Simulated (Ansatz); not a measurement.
From input file to script: PtN2Cl6, space group Fm-3m in Ansatz 0.2.0.

```yaml
crystal:
  lattice: { a: 6.805056, b: 6.805056, c: 6.805056, alpha: 60.0, beta: 60.0, gamma: 60.0 }
  atoms:
    - { symbol: Pt, position: [0.0, 0.0, 0.0] }
    - { symbol: "N", position: [0.75, 0.75, 0.75] }
    - { symbol: "N", position: [0.25, 0.25, 0.25] }
    - { symbol: Cl, position: [0.75943, 0.75943, 0.24057] }
    - { symbol: Cl, position: [0.24057, 0.75943, 0.24057] }
    - { symbol: Cl, position: [0.75943, 0.24057, 0.24057] }
    - { symbol: Cl, position: [0.24057, 0.24057, 0.75943] }
    - { symbol: Cl, position: [0.75943, 0.24057, 0.75943] }
    - { symbol: Cl, position: [0.24057, 0.75943, 0.75943] }
basis:
  ecutwfc: 510.0
kpoints:
  mp_grid: { kspacing: 0.2631578947368 }
hamiltonian:
  xc: pbesol
  pseudopotentials: { kind: paw }
scf:
  max_iter: 85
  occupations: { method: gaussian, width: 0.15 }
output:
  write_density: true
```

The program run on that file:
```console
$ ansatz run input.yaml --threads 1 --pin off --max-ram 3072MiB --backend cpu --events-out ev --progress --plain --runs-dir out
Engine: ansatz 0.2.0, aarch64-unknown-linux-gnu
Pseudopotentials: kind: paw
Pseudopotential: Pt, paw, valence charge 18, recommended cutoff 420 eV (normal), Pt.paw.azcp
Pseudopotential: N, paw, valence charge 5, recommended cutoff 420 eV (normal), N.paw.azcp
Pseudopotential: Cl, paw, valence charge 7, recommended cutoff 420 eV (normal), Cl.paw.azcp
Functional definition: PBEsol
  exchange = pbesol_x
  correlation = pbesol_c
Crystal: 9 atoms, lattice volume = 222.833 Å³
Basis set: ecut = 510 eV, 5817 PW (Γ)
Bands: 44, of which v1, the nominal top of the filled ones, is band 35 counted from 1 (34 counted from 0)
Symmetry: 48 space group operations
Space group: Fm-3m (ITA 225), of the structure as read, at distance tolerance 6.1e-5 Å
k-points: 10 of 125
Non-local potential: Pt, projectors of the file, l = 0: 3, l = 1: 2, l = 2: 2, l = 3: 1
Non-local potential: N, projectors of the file, l = 0: 2, l = 1: 2, l = 2: 1
Non-local potential: Cl, projectors of the file, l = 0: 2, l = 1: 2, l = 2: 2
PAW form: soft (Blöchl's): semilocal exchange-correlation on the pseudo side does not see the compensation charge
PAW frozen core: Pt, regenerated for the run's functional, and the local potential with it (the file was generated under x = pbe(κ = 0.804, μ = 0.2195149727645171), c = pbe(β = 0.06672455060314922))
PAW frozen core: N, regenerated for the run's functional, and the local potential with it (the file was generated under x = pbe(κ = 0.804, μ = 0.2195149727645171), c = pbe(β = 0.06672455060314922))
PAW frozen core: Cl, regenerated for the run's functional, and the local potential with it (the file was generated under x = pbe(κ = 0.804, μ = 0.2195149727645171), c = pbe(β = 0.06672455060314922))
PAW one-centre angular grid: Pt, 590 points (default); XC on 64 Gauss nodes
PAW one-centre angular grid: N, 110 points (default); XC on 64 Gauss nodes
PAW one-centre angular grid: Cl, 110 points (default); XC on 64 Gauss nodes
Initial density: superposition of atomic densities (neutral atoms: chi_scale 0, normalization atom), corrected by the library's trained network
Initial wavefunctions: pseudopotential atomic-orbital guess
Functional: x = pbesol(κ = 0.804, μ = 0.12345679012345678), c = pbesol(β = 0.046)
SCF iter   1: F=—  HF=-19492.297588 eV  |F-HF|=—  |Δ(HF+E_count)|=         —  Δρ=6.61e-3  dr2=1.06e-1  ethr=1.77e-3  ⟨swp⟩=8.4  Hψ=1904  notcnv=0
preconditioner: auto → LDOS  [metal: Δε(μ)=0.061 eV  Ē_g=8.390 eV  σ=0.150 eV  W_gap=0.22  n_scr=50 (ndim 8)  ℏωp=19.6 eV  f_vac=0.031  D(μ)=17.26/eV (n_scr^D=180)  β→1.0]
SCF iter   2: F=—  HF=-19492.278574 eV  |F-HF|=—  |Δ(HF+E_count)|=   1.90e-2  Δρ=3.88e-3  dr2=5.43e-2  ethr=1.51e-4  ⟨swp⟩=2.0  Hψ=806  notcnv=0
SCF iter   3: F=—  HF=-19492.277846 eV  |F-HF|=—  |Δ(HF+E_count)|=   7.27e-4  Δρ=2.21e-3  dr2=1.85e-2  ethr=7.76e-5  ⟨swp⟩=2.0  Hψ=635  notcnv=0
SCF iter   4: F=—  HF=-19492.276130 eV  |F-HF|=—  |Δ(HF+E_count)|=   1.72e-3  Δρ=8.69e-4  dr2=2.70e-3  ethr=2.65e-5  ⟨swp⟩=2.0  Hψ=637  notcnv=0
SCF iter   5: F=—  HF=-19492.275664 eV  |F-HF|=—  |Δ(HF+E_count)|=   4.66e-4  Δρ=2.51e-4  dr2=2.06e-4  ethr=3.86e-6  ⟨swp⟩=2.3  Hψ=640  notcnv=0
SCF iter   6: F=—  HF=-19492.275650 eV  |F-HF|=—  |Δ(HF+E_count)|=   1.37e-5  Δρ=4.77e-5  dr2=7.46e-6  ethr=2.95e-7  ⟨swp⟩=2.4  Hψ=704  notcnv=0
SCF iter   7: F=—  HF=-19492.275514 eV  |F-HF|=—  |Δ(HF+E_count)|=   1.37e-4  Δρ=8.97e-6  dr2=1.95e-7  ethr=1.07e-8  ⟨swp⟩=2.5  Hψ=723  notcnv=0
SCF iter   8: F=-19492.275514 eV  HF=-19492.275514 eV  |F-HF|=4.86e-9  |Δ(HF+E_count)|=   1.81e-8  Δρ=1.56e-6  dr2=8.56e-9  ethr=1.43e-10  ⟨swp⟩=2.0  Hψ=826  notcnv=0
SCF 1 converged in 8 iterations: F = -19492.275514 eV  dr2 = 8.56e-9
  greatest PAW one-centre occupation: 1.000 electrons in one spin orbital (limit 2), on the Pt atom at site 0 (counted from 0), in its partial waves of l = 0
SCF converged after 8 iterations
Free energy (F): -19492.275514 eV
Harris-Foulkes:  -19492.275514 eV  (|F-HF|=4.86e-9)
Internal energy: -19492.081285 eV  (E = F + TS)
E sigma→0 (E₀):  -19492.178399 eV
Entropy (-TS):   -0.194229 eV (-21.581 meV/atom)
Fermi energy:    1.682810 eV
--- Per-component energies (eV) ---
  E_band       = -726.804918
  E_kinetic    = 1811.473551
  E_local      = -5948.687943  (includes V_loc(G=0)·N_el)
  E_nonlocal   = 471.144949
  E_hartree    = 2197.018140
  E_xc         = -991.758812
  E_vxc        = -1151.181369  (∫ρ·V_xc dr)
  E_paw        = -13404.059550  (= ΣΔE_a)
  E_vpaw       = -303.593829  (= ΣTr[D̂ρ^β])
  E_aug_tail   = 0.000337  (compensation charges beyond the density's cutoff)
  E_ewald      = -3628.025729
  E_core_change = 0.813771  (= ΣΔE_core)
  E_smearing   = -0.194229  (= −TS)
  E_closure    = -0.000000  (closes the sum)
  Σ components = -19492.275514   (vs F -19492.275514, Δ=0.00e0)
```

Notebook, run cell by cell (the value of a cell's last expression is shown):

In [1]:
```python
from collections import Counter

import ansatz as az
from ase.data import atomic_numbers
import numpy as np
from pymatgen.core import Structure
from scipy.ndimage import map_coordinates
import spglib

ECUT = 510
K_DENSITY = 3.8
SMEARING = "Gaussian"
SIGMA = 0.15
MAX_SCF = 85

ptn2cl6 = (
    az.Lattice.from_parameters(6.805056, 6.805056, 6.805056, alpha=60.0, beta=60.0, gamma=60.0)
    .atom("Pt", [0.0, 0.0, 0.0])
    .atom("N", [0.75, 0.75, 0.75])
    .atom("N", [0.25, 0.25, 0.25])
    .atom("Cl", [0.75943, 0.75943, 0.24057])
    .atom("Cl", [0.24057, 0.75943, 0.24057])
    .atom("Cl", [0.75943, 0.24057, 0.24057])
    .atom("Cl", [0.24057, 0.24057, 0.75943])
    .atom("Cl", [0.75943, 0.24057, 0.75943])
    .atom("Cl", [0.24057, 0.75943, 0.75943])
)
```

In [2]:
```python
[site.symbol for site in ptn2cl6.resolved().sites]
```
Out [2]:
```text
['Pt', 'N', 'N', 'Cl', 'Cl', 'Cl', 'Cl', 'Cl', 'Cl']
```

In [3]:
```python
# functional, basis and sampling
model = (
    ptn2cl6.calculation()
    .functional(az.Functional.PBESOL)
    .pseudopotentials("paw")
    .basis(ECUT)
    .kpoints(density=K_DENSITY)
    .occupations(SMEARING, width=SIGMA)
    .scf(max_iterations=MAX_SCF)
    .density()
)
session = model.session()
planned = session.plan(threads=1)
done = planned.execute()
rep = done.report
```

In [4]:
```python
done.lattice.cell_ang
```
Out [4]:
```text
array([[6.805056  , 0.        , 0.        ],
       [3.402528  , 5.89335137, 0.        ],
       [3.402528  , 1.96445046, 5.55630496]])
```

In [5]:
```python
rep["published_state_doubts"]
```
Out [5]:
```text
[]
```

In [6]:
```python
type(done).__name__, type(rep).__name__
```
Out [6]:
```text
('RunOutcome', 'dict')
```

In [7]:
```python
energy = rep["free_energy_ev"]
print("PtN2Cl6: {:.6f} eV = {:.6f} Ry = {:.6f} Ha".format(energy, energy / 13.605693, energy / 27.211386))
print("Fermi level {:.4f} eV, {} k-points, {} symmetry operations".format(rep["fermi_energy_ev"], rep["n_kpoints"], rep["n_symmetry_ops"]))
```
```text
PtN2Cl6: -19492.275514 eV = -1432.655839 Ry = -716.327919 Ha
Fermi level 1.6828 eV, 10 k-points, 48 symmetry operations
```

In [8]:
```python
final = Structure(done.lattice.cell_ang, [s.symbol for s in done.lattice.sites], [s.position_frac for s in done.lattice.sites])
# shortest distances, periodic images included
shortest = {}
for site, neighbours in zip(final, final.get_all_neighbors(5.0)):
    for other in neighbours:
        pair = "-".join(sorted((site.specie.symbol, other.specie.symbol)))
        shortest[pair] = min(shortest.get(pair, 9e9), other.nn_distance)
for pair, distance in sorted(shortest.items(), key=lambda item: item[1]):
    print(f"shortest {pair:6s} {distance:.4f} A")

# accept the result only where the loop met its thresholds and nothing is doubted
problems = list(rep["published_state_doubts"])
if not rep["converged"] or rep.get("closed_by") != "deck_thresholds":
    problems.append("loop closed by " + str(rep.get("closed_by")))
print("accepted" if not problems else f"check before use: {problems}")

# smooth valence density along the shortest bond of atom 0
rho = done.density()
total = sum(channel.density_e_per_ang3 for channel in rho.channels[:2])
grid_cell = np.asarray(rho.fft_grid_basis) @ done.lattice.cell_ang
partner = min(final.get_neighbors(final[0], 5.0), key=lambda n: n.nn_distance)
line = np.linspace(final[0].coords, partner.coords, 9)
points = (line @ np.linalg.inv(grid_cell)) * rho.dims
values = map_coordinates(total, points.T, order=3, mode="grid-wrap")
print(f"from {final[0].specie} to {partner.specie}, {partner.nn_distance:.3f} A")
for t, value in zip(np.linspace(0, partner.nn_distance, 9), values):
    print(f"{t:7.3f} A  {value:9.4f} e/A^3")
```
```text
shortest Cl-Pt  2.3152 A
shortest Cl-Cl  3.2742 A
shortest Cl-N   3.4037 A
shortest N-Pt   4.1672 A
shortest N-N    4.8119 A
accepted
from Pt to Cl, 2.315 A
  0.000 A    11.9347 e/A^3
  0.289 A    10.0393 e/A^3
  0.579 A     4.8316 e/A^3
  0.868 A     1.3544 e/A^3
  1.158 A     0.7184 e/A^3
  1.447 A     1.0346 e/A^3
  1.736 A     1.6947 e/A^3
  2.026 A     0.9295 e/A^3
  2.315 A    -0.2526 e/A^3
```

In [9]:
```python
spg_cell = (done.lattice.cell_ang, [s.position_frac for s in done.lattice.sites], [atomic_numbers[s.symbol] for s in done.lattice.sites])
# space group as spglib finds it
for tolerance in (1e-5, 1e-3, 1e-1):
    print(f"symprec {tolerance:g} A: {spglib.get_spacegroup(spg_cell, symprec=tolerance)}")
print("operations used by the run:", rep["n_symmetry_ops"])
```
```text
symprec 1e-05 A: Fm-3m (225)
symprec 0.001 A: Fm-3m (225)
symprec 0.1 A: Fm-3m (225)
operations used by the run: 48
```

Total energies depend on the potentials; only differences at equal settings carry meaning. A total without «per atom» is that of the cell as typed. The run is spin-unpolarised. Only differences from the Fermi energy are physical; the zero of the scale is a convention. The free energy holds a sizeable smearing term, which stands for no physical temperature. Spin-orbit coupling, which matters for elements this heavy, is left out. The fields are valence quantities on the plane-wave grid; their values near the nuclei depend on the potentials. The structure comes from a database of computed cells and needn't be a stable or known phase. Wall time of the script: 7.8 s on 1 thread of Arm Neoverse V1, on a shared host, peak memory 0.6 GiB.

(Lines on the test bed's own set-up are left out of the output.)
